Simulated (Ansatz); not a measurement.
# H6PtC2: the cost of one run

Program: Ansatz 0.2.0. Level of theory: DFT PBE, scalar-relativistic, plane waves, PAW. These are calculated values, not measurements.

## 1. The starting structure

Symmetry: Fm-3m, No. 225, cubic system. The conventional cell has a = 6.836 Å, b = 6.836 Å, c = 6.836 Å, α = 90.00°, β = 90.00°, γ = 90.00°. Around H (site symmetry 4mm) lie 1 Pt at 1.64 Å. Pt (site symmetry m-3m) has 6 H at 1.64 Å in its first shell of neighbours. C (site symmetry -43m) is surrounded by 12 H at 2.42 Å.

As a file:

```cif
data_structure
_symmetry_space_group_name_H-M 'Fm-3m'
_symmetry_Int_Tables_number 225
_cell_length_a 6.8359
_cell_length_b 6.8359
_cell_length_c 6.8359
_cell_angle_alpha 90.000
_cell_angle_beta 90.000
_cell_angle_gamma 90.000
_cell_volume 319.44
loop_
_atom_site_label
_atom_site_type_symbol
_atom_site_symmetry_multiplicity
_atom_site_Wyckoff_symbol
_atom_site_fract_x
_atom_site_fract_y
_atom_site_fract_z
_atom_site_occupancy
H1 H 24 e 0.23970 0.00000 0.00000 1
Pt1 Pt 4 a 0.00000 0.00000 0.00000 1
C1 C 8 c 0.25000 0.75000 0.75000 1
```

A structure generator made this guess: species swapped into a database cell of Rb2SbCl6 (Fm-3m, No. 225), with C on the Rb sites, Pt on the Sb sites and H on the Cl sites. Lengths come from tabulated atomic sizes and are only a guess.

## 2. Probe: one point on a coarse mesh

File input.yaml:

```yaml
crystal:
  lattice:
    - [0.0, 3.41795972, 3.41795972]
    - [3.41795972, 0.0, 3.41795972]
    - [3.41795972, 3.41795972, 0.0]
  atoms:
    - { symbol: H, position: [0.7603, 0.2397, 0.2397] }
    - { symbol: H, position: [0.2397, 0.7603, 0.2397] }
    - { symbol: H, position: [0.2397, 0.7603, 0.7603] }
    - { symbol: H, position: [0.7603, 0.2397, 0.7603] }
    - { symbol: H, position: [0.2397, 0.2397, 0.7603] }
    - { symbol: H, position: [0.7603, 0.7603, 0.2397] }
    - { symbol: Pt, position: [0.0, 0.0, 0.0] }
    - { symbol: C, position: [0.25, 0.25, 0.25] }
    - { symbol: C, position: [0.75, 0.75, 0.75] }
basis:
  ecutwfc: 420
kpoints:
  mp_grid: { grid: [4, 4, 4] }
hamiltonian:
  xc: pbe
scf:
  occupations: { method: gaussian, width: 0.1 }
  lower_state_search: "off"
output:
  forces: true
  stress: true
  eigenvalues: true
```

Run with:

```sh
$ ansatz run input.yaml --threads 1 --pin off --max-ram 2560MiB --backend cpu --events-out ev --progress --plain --runs-dir out
```

Q: Estimate wall time and peak memory on 1 thread of Intel Xeon at 2.70GHz, shared host.

About 1.6 s, with a peak of 0.35 GiB.
